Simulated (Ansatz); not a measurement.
# WSe2: the cost of one run

Method: DFT PBE+D3(BJ), scalar-relativistic, plane waves, PAW, in Ansatz 0.2.0.

1 further run of the same task is left out (set aside as unsound or not needed).

### Step 1. The system as given

It takes space group P6_3/mmc (No. 194, hexagonal). Conventional cell: a = 3.279 Å, b = 3.279 Å, c = 12.789 Å, α = 90.00°, β = 90.00°, γ = 120.00°. W (site symmetry -6m2) has 6 Se at 2.53 Å in its first shell of neighbours. Se (site symmetry 3m) has 3 W at 2.53 Å in its first shell of neighbours.

As a file:

```cif
data_structure
_symmetry_space_group_name_H-M 'P 1'
_symmetry_Int_Tables_number 1
_cell_length_a 3.2790
_cell_length_b 3.2790
_cell_length_c 12.7886
_cell_angle_alpha 90.000
_cell_angle_beta 90.000
_cell_angle_gamma 120.000
_cell_volume 119.08
loop_
_atom_site_label
_atom_site_type_symbol
_atom_site_fract_x
_atom_site_fract_y
_atom_site_fract_z
_atom_site_occupancy
W1 W 0.33333 0.66667 0.25000 1
W2 W 0.66667 0.33333 0.75000 1
Se1 Se 0.33333 0.66667 0.61829 1
Se2 Se 0.66667 0.33333 0.11829 1
Se3 Se 0.33333 0.66667 0.88171 1
Se4 Se 0.66667 0.33333 0.38171 1
```

It is the result of an earlier relaxation at this level (volume 19.85 Å³/atom; gap on the mesh: 0.90 eV).

### Step 2. Cutting the slab

Planes are indexed in the bulk's conventional cell (P6_3/mmc (No. 194)), a = 3.279 Å, b = 3.279 Å, c = 12.789 Å, α = 90.00°, β = 90.00°, γ = 120.00°.

A (001) slab, 9.8 Å thick as cut, with 16 Å of vacuum, in a 2×2 surface cell; its outer planes are Se (top) and Se (bottom).

The slab as cut. Layers, bottom to top:

```tsv
plane	atoms per cell	height over the lowest (Å)
1	Se4	0.00
2	W4	1.68
3	Se4	3.37
4	Se4	6.39
5	W4	8.08
6	Se4	9.76
```

### Step 3. The clean surface, relaxed

input.yaml reads:

```yaml
crystal:
  lattice:
    - [6.5580551065, 0.0, 0.0]
    - [-3.2790275533, 5.6794423217, 0.0]
    - [0.0, 0.0, 25.763050318]
  atoms:
    - { symbol: Se, position: [0.1666666667, 0.3333333333, 0.3105222364] }
    - { symbol: Se, position: [0.1666666667, 0.8333333333, 0.3105222364] }
    - { symbol: Se, position: [0.6666666667, 0.3333333333, 0.3105222364] }
    - { symbol: Se, position: [0.6666666667, 0.8333333333, 0.3105222364] }
    - { symbol: W, position: [0.3333333333, 0.1666666667, 0.3759016206] }
    - { symbol: W, position: [0.3333333333, 0.6666666667, 0.3759016206] }
    - { symbol: W, position: [0.8333333333, 0.1666666667, 0.3759016206] }
    - { symbol: W, position: [0.8333333333, 0.6666666667, 0.3759016206] }
    - { symbol: Se, position: [0.1666666667, 0.3333333333, 0.4412810048] }
    - { symbol: Se, position: [0.1666666667, 0.8333333333, 0.4412810048] }
    - { symbol: Se, position: [0.6666666667, 0.3333333333, 0.4412810048] }
    - { symbol: Se, position: [0.6666666667, 0.8333333333, 0.4412810048] }
    - { symbol: Se, position: [0.3333333333, 0.1666666667, 0.5587189952] }
    - { symbol: Se, position: [0.3333333333, 0.6666666667, 0.5587189952] }
    - { symbol: Se, position: [0.8333333333, 0.1666666667, 0.5587189952] }
    - { symbol: Se, position: [0.8333333333, 0.6666666667, 0.5587189952] }
    - { symbol: W, position: [0.1666666667, 0.3333333333, 0.6240983794] }
    - { symbol: W, position: [0.1666666667, 0.8333333333, 0.6240983794] }
    - { symbol: W, position: [0.6666666667, 0.3333333333, 0.6240983794] }
    - { symbol: W, position: [0.6666666667, 0.8333333333, 0.6240983794] }
    - { symbol: Se, position: [0.3333333333, 0.1666666667, 0.6894777636] }
    - { symbol: Se, position: [0.3333333333, 0.6666666667, 0.6894777636] }
    - { symbol: Se, position: [0.8333333333, 0.1666666667, 0.6894777636] }
    - { symbol: Se, position: [0.8333333333, 0.6666666667, 0.6894777636] }
basis:
  ecutwfc: 420
kpoints:
  mp_grid: { grid: [3, 3, 1] }
hamiltonian:
  xc: pbe
  dispersion: d3bj
scf:
  occupations: { method: gaussian, width: 0.05 }
output:
  forces: true
  eigenvalues: true
  write_density: true
  write_potential: true
  elf: true
  volumetric_format: npy
relax:
  adjacent_minimum: "off"
  f_tol: 0.03
  max_steps: 70
  constraints: [{ sites: [0, 1, 2, 3, 4, 5, 6, 7, 8, 9, 10, 11] }]
efield:
  axis: 3
  dipole_correction: true
  ramp_width: 0.04
```

Command:

```bash
$ ansatz run input.yaml --threads 4 --pin off --max-ram 10240MiB --backend cpu --events-out ev --progress --plain --runs-dir out
```

**Question.** How long does this run take on 4 threads of Arm Neoverse V2, shared host, and how much memory does it need?

About 2 min, with a peak of 2.7 GiB.
